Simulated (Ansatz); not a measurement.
# MoSi2 (Si2Mo-type): a single-point run

Wanted: a converged single-point run for MoSi2 (Si2Mo-type), and a check of what comes out. The structure is shown as the input types it.

Computed with Ansatz 0.2.0 (DFT r2SCAN, scalar-relativistic, plane waves, PAW, unless a step's input says otherwise).

**1. Starting point**

It takes space group I4/mmm (No. 139, tetragonal). Conventional cell: a = 3.202 Å, b = 3.202 Å, c = 7.817 Å, α = 90.00°, β = 90.00°, γ = 90.00°. Around Si (site symmetry 4mm) lie 5 Si at 2.58 to 2.63 Å and 5 Mo at 2.60 to 2.62 Å. Around Mo (site symmetry 4/mmm) lie 10 Si at 2.60 to 2.62 Å.

As a file:

```
CELL_PARAMETERS angstrom
-1.60104 1.60104 3.90839
1.60104 -1.60104 3.90839
1.60104 1.60104 -3.90839
ATOMIC_POSITIONS crystal
Si 0.33528 0.33528 0.00000
Si 0.66472 0.66472 0.00000
Mo 0.00000 0.00000 0.00000
```

**2. Input and run**

input.yaml

```yaml
crystal:
  lattice:
    - [-1.6010447289, 1.6010447289, 3.9083925469]
    - [1.6010447289, -1.6010447289, 3.9083925469]
    - [1.6010447289, 1.6010447289, -3.9083925469]
  atoms:
    - { symbol: Si, position: [0.3352808695, 0.3352808695, 0.0], spin: 2.0 }
    - { symbol: Si, position: [0.6647191305, 0.6647191305, 0.0] }
    - { symbol: Mo, position: [0.0, 0.0, 0.0] }
basis:
  ecutwfc: 500
  ecutrho_ratio: 4
kpoints:
  mp_grid: { grid: [14, 14, 14] }
hamiltonian:
  xc: r2scan
scf:
  occupations: { method: gaussian, width: 0.05 }
  max_iter: 60
output:
  forces: true
  stress: true
```

Started as:

```console
> ansatz run input.yaml --threads 4 --pin off --max-ram 7168MiB --backend cpu --events-out ev --progress --plain --runs-dir out
```

**Question.** How will this run end, and is anything wrong with its input?

The run ended at the input check. Its message: «inconsistent input (magnetization.spin_polarized): false but per-atom `spin:`, `per_species`, `initial_magnetization`, `magnetic_field`, or `spin_locking` is set»

Starting moments are given, but spin polarisation is off.

Remedy: make the spin settings agree.
